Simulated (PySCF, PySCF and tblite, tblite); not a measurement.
# C₃H₉NO₂Si₂: a path driven as rotation about a bond, and NMR exchange, part 2 of 2

PySCF and tblite. Atoms count from 0. Earlier steps stand in the parts before.

### 9 The path in numbers

The job: settings as JSON, then the geometry in Å.

```
{"job": {"smiles": "C=C([SiH2]N[SiH3])C(=O)O", "charge": 0, "mult": 1, "motion": "rotation", "what": "diene or enone", "atoms": [1, 5], "drives": [{"terms": [["t", [0, 1, 5, 6], 0.25], ["t", [0, 1, 5, 7], 0.25], ["t", [2, 1, 5, 6], 0.25], ["t", [2, 1, 5, 7], 0.25]], "by": 180, "n": 12}], "study": "path", "level": {"kind": "nmr", "xc": "PBE0", "basis": "pcSseg-1"}, "fields": [200, 360, 700], "first": 0, "seed": 729, "kind": "path"}, "charge": 0, "multiplicity": 1}
C      1.818608     0.115970    -1.207712
C      1.411580     0.113569     0.058105
Si    -0.354357    -0.009928     0.709670
N     -1.396785     0.077814    -0.667415
Si    -3.092485    -0.272183    -0.721520
C      2.426828     0.162271     1.119332
O      3.607345     0.367258     0.990890
O      1.868946    -0.055613     2.325162
H      2.869266     0.160581    -1.455424
H      1.123239     0.063912    -2.028488
H     -0.601873     1.088916     1.651581
H     -0.570100    -1.312136     1.336415
H     -1.060065     0.647612    -1.426608
H     -3.458431    -0.201249    -2.136859
H     -3.270850    -1.609944    -0.165109
H     -3.870123     0.697846     0.057353
H      2.542258    -0.022664     3.023120
```

What it wrote:

```text
stationary points (kcal/mol above the start)
  n  kind          group   xTB      DFT    lowest mode
  0  minimum      C1       0.00     0.00      30.7
  1  saddle       C1       2.63     5.27     -45.9
  2  minimum      C1       0.34    -0.00      29.3

GFN2-xTB energies: T/K, barrier G, reaction G (kcal/mol), k forward, k back (1/s)
 150.00     2.54     0.34   6.27e+08   1.96e+09
 200.00     2.60     0.33   6.07e+09   1.39e+10
 250.00     2.67     0.32   2.42e+10   4.58e+10
 298.15     2.75     0.31   5.99e+10      1e+11
 350.00     2.85     0.29   1.21e+11   1.85e+11
 400.00     2.95     0.28   2.03e+11    2.9e+11
 500.00     3.19     0.26   4.21e+11   5.49e+11

PBE0/pcSseg-1 + D3(BJ) energies: T/K, barrier G, reaction G (kcal/mol), k forward, k back (1/s)
 150.00     5.18    -0.01   8.79e+04   8.62e+04
 200.00     5.24    -0.02   7.82e+06   7.49e+06
 250.00     5.31    -0.03   1.18e+08   1.12e+08
 298.15     5.39    -0.04    6.9e+08   6.46e+08
 350.00     5.49    -0.05   2.71e+09   2.52e+09
 400.00     5.60    -0.06   7.28e+09   6.74e+09
 500.00     5.83    -0.08   2.94e+10   2.71e+10
```

Run time: 1.8 min. Hardware: 1 thread of Arm Neoverse V2, shared host; peak memory 0.87 GiB. This counts the whole study up to here.

Barriers by level (kcal/mol; entropies in cal/(mol K)). Zero-point and thermal terms come from xTB in every row. ΔG‡ leaves symmetry out; the rate counts one path; effective ΔG‡, where given, is the barrier that would give that rate by Eyring's equation alone:

| level | ΔE‡ | with zero-point | ΔH‡ | ΔS‡ | ΔG‡ (298 K) | ΔE of reaction | k at 298 K (1/s) | effective ΔG‡ |
| --- | --- | --- | --- | --- | --- | --- | --- | --- |
| GFN2-xTB | 2.63 | 2.45 | 2.03 | -2.4 | 2.75 | 0.34 | 6e+10 | 2.75 |
| PBE0/pcSseg-1 + D3(BJ) | 5.27 | 5.09 | 4.67 | -2.4 | 5.39 | 0.00 | 6.9e+08 | 5.39 |

Sites that the driver pairs across this motion, and where their lines would merge (no couplings; faster rotations or exchange between molecules can average them sooner):

| nucleus | sites: shielding (ppm) | proton frequency (MHz) | spread (Hz) | coalescence (K) | lines at 298 K |
| --- | --- | --- | --- | --- | --- |
| ¹⁷O | O6: -75.0; O6 (end): -106.6 | 700 | 3000 | 131 | – |
| ¹⁷O | O7: 124.2; O7 (end): 138.4 | 700 | 1348 | 126 | – |
| ¹³C | C0: 33.7; C0 (end): 37.9 | 700 | 736 | 123 | – |
| ¹³C | C5: 15.5; C5 (end): 13.0 | 700 | 450 | 120 | – |
| ¹³C | C1: 43.5; C1 (end): 41.2 | 700 | 407 | 119 | – |
| ¹H | H8: 23.99; H8 (end): 24.34 | 700 | 242 | 117 | – |
| ¹H | H10: 26.50; H10 (end): 26.59 | 700 | 66 | 110 | – |
| ¹H | H12: 32.23; H12 (end): 32.27 | 700 | 27 | 106 | – |

Rows that set an atom against itself at the end compare its shielding in the two forms.

Lines of quadrupolar nuclei are broad, so their coalescence could hardly be seen.

### 10 Shieldings, start: PBE0/STO-3G

The job: settings as JSON, then the geometry in Å.

```
{"job": {"kind": "nmr", "xc": "PBE0", "basis": "STO-3G", "pop": false}, "charge": 0, "multiplicity": 1}
C      1.818608     0.115970    -1.207712
C      1.411580     0.113569     0.058105
Si    -0.354357    -0.009928     0.709670
N     -1.396785     0.077814    -0.667415
Si    -3.092485    -0.272183    -0.721520
C      2.426828     0.162271     1.119332
O      3.607345     0.367258     0.990890
O      1.868946    -0.055613     2.325162
H      2.869266     0.160581    -1.455424
H      1.123239     0.063912    -2.028488
H     -0.601873     1.088916     1.651581
H     -0.570100    -1.312136     1.336415
H     -1.060065     0.647612    -1.426608
H     -3.458431    -0.201249    -2.136859
H     -3.270850    -1.609944    -0.165109
H     -3.870123     0.697846     0.057353
H      2.542258    -0.022664     3.023120
```

What it wrote:

```text
coarse grid: 15320 points
cycle   1  E = -892.2042051347  dE =  1.150e+00  |g| = 8.897e-01  |ddm| = 5.269e+00
cycle   2  E = -891.9203273259  dE =  2.839e-01  |g| = 1.418e+00  |ddm| = 2.715e+00
cycle   3  E = -892.4207458147  dE = -5.004e-01  |g| = 3.864e-01  |ddm| = 1.844e+00
cycle   4  E = -892.4634987747  dE = -4.275e-02  |g| = 7.511e-02  |ddm| = 5.617e-01
cycle   5  E = -892.4650723495  dE = -1.574e-03  |g| = 2.007e-02  |ddm| = 1.009e-01
cycle   6  E = -892.4651822192  dE = -1.099e-04  |g| = 8.351e-03  |ddm| = 3.237e-02
cycle   7  E = -892.4652035475  dE = -2.133e-05  |g| = 1.183e-03  |ddm| = 1.122e-02
cycle   8  E = -892.4652039549  dE = -4.074e-07  |g| = 2.607e-04  |ddm| = 1.779e-03
final grid: 139232 points
cycle   9  E = -892.4032206591  dE = -1.984e-06  |g| = 7.147e-03  |ddm| = 1.865e-02
cycle  10  E = -892.4032009737  dE =  1.969e-05  |g| = 1.106e-02  |ddm| = 2.130e-02
cycle  11  E = -892.4032342298  dE = -3.326e-05  |g| = 2.209e-03  |ddm| = 1.413e-02
cycle  12  E = -892.4032356975  dE = -1.468e-06  |g| = 1.562e-04  |ddm| = 2.924e-03
cycle  13  E = -892.4032357040  dE = -6.431e-09  |g| = 6.516e-05  |ddm| = 2.486e-04
cycle  14  E = -892.4032357051  dE = -1.152e-09  |g| = 1.963e-05  |ddm| = 9.354e-05
cycle  15  E = -892.4032357052  dE = -1.196e-10  |g| = 4.156e-06  |ddm| = 2.786e-05
converged SCF energy = -892.4032357052

GIAO shielding tensors (ppm)
atom      isotropic    diamagn.    paramagn.     s11        s22        s33       span
  0 C      122.671     254.765    -132.094     29.055    123.409    215.548    186.493
  1 C      121.798     255.381    -133.583     38.262    109.786    217.345    179.083
  2 Si     563.550     870.960    -307.410    519.258    545.149    626.244    106.986
  3 N      386.275     315.930      70.345    341.788    345.182    471.854    130.066
  4 Si     574.649     868.575    -293.926    532.341    542.134    649.472    117.131
  5 C      118.112     258.163    -140.050     33.868    147.967    172.502    138.634
  6 O      -59.344     382.191    -441.535   -466.345   -135.600    423.913    890.259
  7 O      214.759     378.931    -164.172     77.893    273.635    292.749    214.857
  8 H       26.169      31.268      -5.100     23.591     24.353     30.562      6.971
  9 H       27.163      34.169      -7.006     24.489     25.132     31.868      7.379
 10 H       30.358      33.127      -2.769     25.070     29.437     36.568     11.498
 11 H       30.321      33.643      -3.322     24.936     29.510     36.516     11.580
 12 H       36.382      35.548       0.834     22.358     34.196     52.591     30.233
 13 H       30.817      30.718       0.099     26.262     28.473     37.717     11.455
 14 H       30.928      31.609      -0.681     26.411     28.866     37.508     11.097
 15 H       30.980      30.873       0.107     26.754     28.531     37.655     10.901
 16 H       27.018      29.446      -2.428     21.762     24.962     34.331     12.568
```

It took 6 s on 1 thread of Arm Neoverse V2, shared host; peak memory 0.45 GiB.

In short: HOMO -3.40 eV, LUMO 2.01 eV; dipole 1.06 D.

The input is unsound on purpose (minimal basis), so these values are not to be used.

### 11 Single-point energy, saddle of leg 1: PBE0/STO-3G

The job: settings as JSON, then the geometry in Å.

```
{"job": {"kind": "sp", "xc": "PBE0", "basis": "STO-3G", "pop": false}, "charge": 0, "multiplicity": 1}
C      1.787595    -0.158906    -1.168665
C      1.365522     0.084570     0.061499
Si    -0.435111     0.066606     0.646939
N     -1.415454     0.125211    -0.770774
Si    -3.119885    -0.180210    -0.892837
C      2.295189     0.400205     1.157787
O      2.593458     1.506783     1.526411
O      2.738152    -0.706313     1.779325
H      2.832863    -0.144803    -1.438517
H      1.094187    -0.384472    -1.962226
H     -0.653290     1.203907     1.548672
H     -0.702778    -1.197425     1.334962
H     -1.026572     0.653189    -1.536054
H     -3.402991    -0.213971    -2.327940
H     -3.364325    -1.463341    -0.241792
H     -3.902826     0.872187    -0.237436
H      3.316269    -0.463217     2.520645
```

What it wrote:

```text
coarse grid: 15320 points
cycle   1  E = -892.1909237542  dE =  1.136e+00  |g| = 9.005e-01  |ddm| = 5.276e+00
cycle   2  E = -891.8565883454  dE =  3.343e-01  |g| = 1.502e+00  |ddm| = 2.780e+00
cycle   3  E = -892.4062174207  dE = -5.496e-01  |g| = 4.100e-01  |ddm| = 1.920e+00
cycle   4  E = -892.4544663899  dE = -4.825e-02  |g| = 7.626e-02  |ddm| = 5.959e-01
cycle   5  E = -892.4561895655  dE = -1.723e-03  |g| = 1.354e-02  |ddm| = 1.059e-01
cycle   6  E = -892.4562509579  dE = -6.139e-05  |g| = 2.053e-03  |ddm| = 2.201e-02
cycle   7  E = -892.4562521595  dE = -1.202e-06  |g| = 6.377e-04  |ddm| = 3.281e-03
final grid: 139232 points
cycle   8  E = -892.3942646274  dE = -2.502e-06  |g| = 6.994e-03  |ddm| = 1.817e-02
cycle   9  E = -892.3942425107  dE =  2.212e-05  |g| = 1.138e-02  |ddm| = 2.102e-02
cycle  10  E = -892.3942774978  dE = -3.499e-05  |g| = 2.033e-03  |ddm| = 1.432e-02
cycle  11  E = -892.3942787573  dE = -1.260e-06  |g| = 1.430e-04  |ddm| = 2.738e-03
cycle  12  E = -892.3942787633  dE = -6.008e-09  |g| = 4.628e-05  |ddm| = 2.281e-04
cycle  13  E = -892.3942787638  dE = -4.709e-10  |g| = 2.346e-05  |ddm| = 7.807e-05
converged SCF energy = -892.3942787638
```

Wall time 2.8 s (1 thread of Arm Neoverse V2, shared host); peak memory 0.45 GiB.

Key values: HOMO -3.54 eV, LUMO 3.16 eV; dipole 0.68 D.

The input is unsound on purpose (minimal basis), so these values are not to be used.

### 12 Shieldings, end: PBE0/STO-3G

The job: settings as JSON, then the geometry in Å.

```
{"job": {"kind": "nmr", "xc": "PBE0", "basis": "STO-3G", "pop": false}, "charge": 0, "multiplicity": 1}
C      1.802303    -0.384615    -0.951276
C      1.300758    -0.057688     0.234958
Si    -0.509515     0.143885     0.744801
N     -1.431333     0.081263    -0.718678
Si    -3.153537    -0.039896    -0.850123
C      2.153511     0.106317     1.412707
O      1.691984     0.182724     2.529039
O      3.472909     0.175958     1.187014
H      2.861413    -0.524304    -1.107443
H      1.163171    -0.535931    -1.805745
H     -0.672881     1.424302     1.439357
H     -0.926004    -0.988572     1.566211
H     -0.969256     0.440787    -1.537990
H     -3.421760    -0.190957    -2.281375
H     -3.562661    -1.210867    -0.081009
H     -3.822221     1.157369    -0.330024
H      3.943717     0.284443     2.028243
```

What it wrote:

```text
coarse grid: 15320 points
cycle   1  E = -892.1944277324  dE =  1.161e+00  |g| = 8.954e-01  |ddm| = 5.269e+00
cycle   2  E = -891.8665726529  dE =  3.279e-01  |g| = 1.471e+00  |ddm| = 2.806e+00
cycle   3  E = -892.4139580018  dE = -5.474e-01  |g| = 3.986e-01  |ddm| = 1.948e+00
cycle   4  E = -892.4596766191  dE = -4.572e-02  |g| = 7.748e-02  |ddm| = 5.873e-01
cycle   5  E = -892.4614405460  dE = -1.764e-03  |g| = 2.061e-02  |ddm| = 1.124e-01
cycle   6  E = -892.4615484594  dE = -1.079e-04  |g| = 8.582e-03  |ddm| = 3.240e-02
cycle   7  E = -892.4615703110  dE = -2.185e-05  |g| = 1.297e-03  |ddm| = 1.091e-02
cycle   8  E = -892.4615707975  dE = -4.865e-07  |g| = 3.657e-04  |ddm| = 1.965e-03
final grid: 139232 points
cycle   9  E = -892.3997348488  dE = -8.282e-07  |g| = 7.428e-03  |ddm| = 1.878e-02
cycle  10  E = -892.3997065375  dE =  2.831e-05  |g| = 1.244e-02  |ddm| = 2.323e-02
cycle  11  E = -892.3997495052  dE = -4.297e-05  |g| = 2.167e-03  |ddm| = 1.606e-02
cycle  12  E = -892.3997509548  dE = -1.450e-06  |g| = 1.418e-04  |ddm| = 2.943e-03
cycle  13  E = -892.3997509601  dE = -5.321e-09  |g| = 5.786e-05  |ddm| = 2.253e-04
cycle  14  E = -892.3997509610  dE = -9.309e-10  |g| = 2.130e-05  |ddm| = 9.073e-05
converged SCF energy = -892.3997509610

GIAO shielding tensors (ppm)
atom      isotropic    diamagn.    paramagn.     s11        s22        s33       span
  0 C      124.229     254.978    -130.749     27.571    128.409    216.707    189.137
  1 C      118.505     255.909    -137.404     37.546    112.859    205.111    167.565
  2 Si     562.069     871.725    -309.656    516.538    544.681    624.989    108.451
  3 N      386.297     316.221      70.077    341.448    345.662    471.782    130.334
  4 Si     574.889     868.698    -293.809    532.533    542.504    649.630    117.097
  5 C      115.917     259.942    -144.025     34.179    150.469    163.102    128.923
  6 O      -76.978     385.559    -462.537   -487.919   -139.170    396.155    884.074
  7 O      217.361     375.471    -158.110     73.355    287.351    291.377    218.022
  8 H       26.308      30.934      -4.626     23.566     24.232     31.127      7.561
  9 H       27.009      34.284      -7.275     24.417     24.610     32.000      7.583
 10 H       30.596      33.871      -3.275     25.564     29.236     36.987     11.423
 11 H       30.483      34.211      -3.728     25.365     29.214     36.871     11.505
 12 H       36.422      35.788       0.634     22.479     34.084     52.705     30.226
 13 H       30.857      30.815       0.042     26.295     28.493     37.783     11.488
 14 H       30.987      31.627      -0.640     26.541     28.861     37.560     11.019
 15 H       31.048      30.966       0.082     26.858     28.607     37.679     10.821
 16 H       27.071      28.080      -1.009     21.230     25.805     34.177     12.947
```

Run time: 5.7 s. Hardware: 1 thread of Arm Neoverse V2, shared host; peak memory 0.45 GiB.

This run: HOMO -3.38 eV, LUMO 1.99 eV; dipole 1.07 D.

The input is unsound on purpose (minimal basis), so these values are not to be used.

### 13 Second level: PBE0/STO-3G + D3(BJ)

The job: settings as JSON, then the geometry in Å.

```
{"job": {"smiles": "C=C([SiH2]N[SiH3])C(=O)O", "charge": 0, "mult": 1, "motion": "rotation", "what": "diene or enone", "atoms": [1, 5], "drives": [{"terms": [["t", [0, 1, 5, 6], 0.25], ["t", [0, 1, 5, 7], 0.25], ["t", [2, 1, 5, 6], 0.25], ["t", [2, 1, 5, 7], 0.25]], "by": 180, "n": 12}], "study": "path", "level": {"kind": "nmr", "xc": "PBE0", "basis": "STO-3G", "bad": "minimal basis"}, "fields": [200, 360, 700], "first": 0, "seed": 729, "kind": "pathvar"}, "charge": 0, "multiplicity": 1}
C      1.818608     0.115970    -1.207712
C      1.411580     0.113569     0.058105
Si    -0.354357    -0.009928     0.709670
N     -1.396785     0.077814    -0.667415
Si    -3.092485    -0.272183    -0.721520
C      2.426828     0.162271     1.119332
O      3.607345     0.367258     0.990890
O      1.868946    -0.055613     2.325162
H      2.869266     0.160581    -1.455424
H      1.123239     0.063912    -2.028488
H     -0.601873     1.088916     1.651581
H     -0.570100    -1.312136     1.336415
H     -1.060065     0.647612    -1.426608
H     -3.458431    -0.201249    -2.136859
H     -3.270850    -1.609944    -0.165109
H     -3.870123     0.697846     0.057353
H      2.542258    -0.022664     3.023120
```

What it wrote:

```text
stationary points (kcal/mol above the start)
  n  kind          group   xTB      DFT    lowest mode
  0  minimum      C1       0.00     0.00      30.7
  1  saddle       C1       2.63     5.67     -45.9
  2  minimum      C1       0.34     2.23      29.3

GFN2-xTB energies: T/K, barrier G, reaction G (kcal/mol), k forward, k back (1/s)
 150.00     2.54     0.34   6.27e+08   1.96e+09
 200.00     2.60     0.33   6.07e+09   1.39e+10
 250.00     2.67     0.32   2.42e+10   4.58e+10
 298.15     2.75     0.31   5.99e+10      1e+11
 350.00     2.85     0.29   1.21e+11   1.85e+11
 400.00     2.95     0.28   2.03e+11    2.9e+11
 500.00     3.19     0.26   4.21e+11   5.49e+11

PBE0/pcSseg-1 + D3(BJ) energies: T/K, barrier G, reaction G (kcal/mol), k forward, k back (1/s)
 150.00     5.18    -0.01   8.79e+04   8.62e+04
 200.00     5.24    -0.02   7.82e+06   7.49e+06
 250.00     5.31    -0.03   1.18e+08   1.12e+08
 298.15     5.39    -0.04    6.9e+08   6.46e+08
 350.00     5.49    -0.05   2.71e+09   2.52e+09
 400.00     5.60    -0.06   7.28e+09   6.74e+09
 500.00     5.83    -0.08   2.94e+10   2.71e+10

PBE0/STO-3G + D3(BJ) energies: T/K, barrier G, reaction G (kcal/mol), k forward, k back (1/s)
 150.00     5.58     2.22    2.3e+04   3.97e+07
 200.00     5.64     2.21   2.86e+06   7.44e+08
 250.00     5.71     2.20   5.28e+07   4.42e+09
 298.15     5.79     2.19   3.52e+08   1.41e+10
 350.00     5.89     2.18   1.53e+09   3.48e+10
 400.00     6.00     2.17    4.4e+09   6.71e+10
 500.00     6.23     2.14   1.97e+10    1.7e+11
```

It took 2.1 min on 1 thread of Arm Neoverse V2, shared host; peak memory 0.87 GiB. This counts the runs that the step sums up.

This level is unsound on purpose: minimal basis. Its values are not to be used.

Barriers by level (kcal/mol; entropies in cal/(mol K)). Zero-point and thermal terms come from xTB in every row. ΔG‡ leaves symmetry out; the rate counts one path; effective ΔG‡, where given, is the barrier that would give that rate by Eyring's equation alone:

| level | ΔE‡ | with zero-point | ΔH‡ | ΔS‡ | ΔG‡ (298 K) | ΔE of reaction | k at 298 K (1/s) | effective ΔG‡ |
| --- | --- | --- | --- | --- | --- | --- | --- | --- |
| GFN2-xTB | 2.63 | 2.45 | 2.03 | -2.4 | 2.75 | 0.34 | 6e+10 | 2.75 |
| PBE0/pcSseg-1 + D3(BJ) | 5.27 | 5.09 | 4.67 | -2.4 | 5.39 | 0.00 | 6.9e+08 | 5.39 |
| PBE0/STO-3G + D3(BJ) | 5.67 | 5.49 | 5.07 | -2.4 | 5.79 | 2.23 | 3.5e+08 | 5.79 |

### 14 Outcome

The summary covers parts 1 to 2.

| quantity | value |
| --- | --- |
| barrier (PBE0/pcSseg-1 + D3(BJ)) | ΔE‡ 5.3, ΔG‡(298 K) 5.4 kcal/mol |
| barrier (GFN2-xTB) | ΔE‡ 2.6 kcal/mol |
| rate at 298 K | 6.9e+08 s⁻¹ |
| end of the path | 0.0 kcal/mol from the start |

In words: The barrier is 5.3 kcal/mol at the DFT level (xTB: 2.6); with thermal terms and the count of paths the DFT value gives a rate of 6.9e+08 s⁻¹ at 298 K. An error of 1.4 kcal/mol changes that rate tenfold.
